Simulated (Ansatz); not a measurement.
# GeH4O2Si: how energies converge with the basis set

Aim: see how fast density functionals converge with the basis set for GeH4O2Si.

The runs use Ansatz 0.2.0, Gaussian basis; one geometry, several basis sets.

The runs, in order: PBE0-D4/def2-SVP; ωB97M-V/def2-SVP; PBE0-D4/def2-QZVPP; ωB97M-V/def2-QZVPP; the functionals' def2-TZVPP values are taken from earlier runs.

## Step 1: The geometry

All runs share one geometry, relaxed beforehand with PBE0-D4 in a triple-zeta def2 set.

SMILES `[OH][Ge][O][SiH3]`, 8 atoms, charge 0, spin multiplicity 1.

Atoms are counted from 1 here; the program's logs count them from 0.

Bond lengths: O1–Ge2 1.774 Å, O1–H5 0.964 Å, Ge2–O3 1.800 Å, O3–Si4 1.640 Å, Si4–H6 1.486 Å, Si4–H7 1.490 Å, Si4–H8 1.486 Å. Angles: Ge2–O1–H5 112.5°, O1–Ge2–O3 96.3°, Ge2–O3–Si4 137.6°, O3–Si4–H6 109.6°, O3–Si4–H7 110.8°, O3–Si4–H8 109.6°, H6–Si4–H7 108.8°, H6–Si4–H8 109.2°, H7–Si4–H8 108.8°.

## Step 2: PBE0-D4 in def2-SVP

in.yaml

```yaml
crystal:
  periodic: [false, false, false]
  atoms:
    - {symbol: O, position_ang: [1.410104, 2.505284, 0.149521]}
    - {symbol: Ge, position_ang: [1.623931, 0.902554, -0.581403]}
    - {symbol: O, position_ang: [0.084268, 0.200244, 0.030999]}
    - {symbol: Si, position_ang: [-0.715142, -1.229096, -0.056639]}
    - {symbol: H, position_ang: [0.587200, 2.577255, 0.646618]}
    - {symbol: H, position_ang: [-2.045951, -1.017967, -0.682473]}
    - {symbol: H, position_ang: [0.048560, -2.214682, -0.872720]}
    - {symbol: H, position_ang: [-0.900770, -1.780793, 1.310296]}
basis:
  gaussian: {orbitals: def2-SVP}
hamiltonian: {xc: pbe0, dispersion: d4}
output: {orbitals: {seedname: orbitals}}
```

Further steps of the session: ωB97M-V in def2-SVP; PBE0-D4 in def2-QZVPP; ωB97M-V in def2-QZVPP.

Before running them: what should the planned runs give, taken together? Wanted: PBE0-D4: double and triple zeta above quadruple; ωB97M-V: double and triple zeta above quadruple.

The runs gave:

| quantity | value |
| --- | --- |
| PBE0-D4: double and triple zeta above quadruple | 17.03, 1.76 eV |
| ωB97M-V: double and triple zeta above quadruple | 17.07, 1.68 eV |

**Reading.** PBE0-D4 gains 15.28 eV from double to triple zeta, then 1.76 eV more. Total energies overstate the basis error of differences, where much of it tends to cancel.
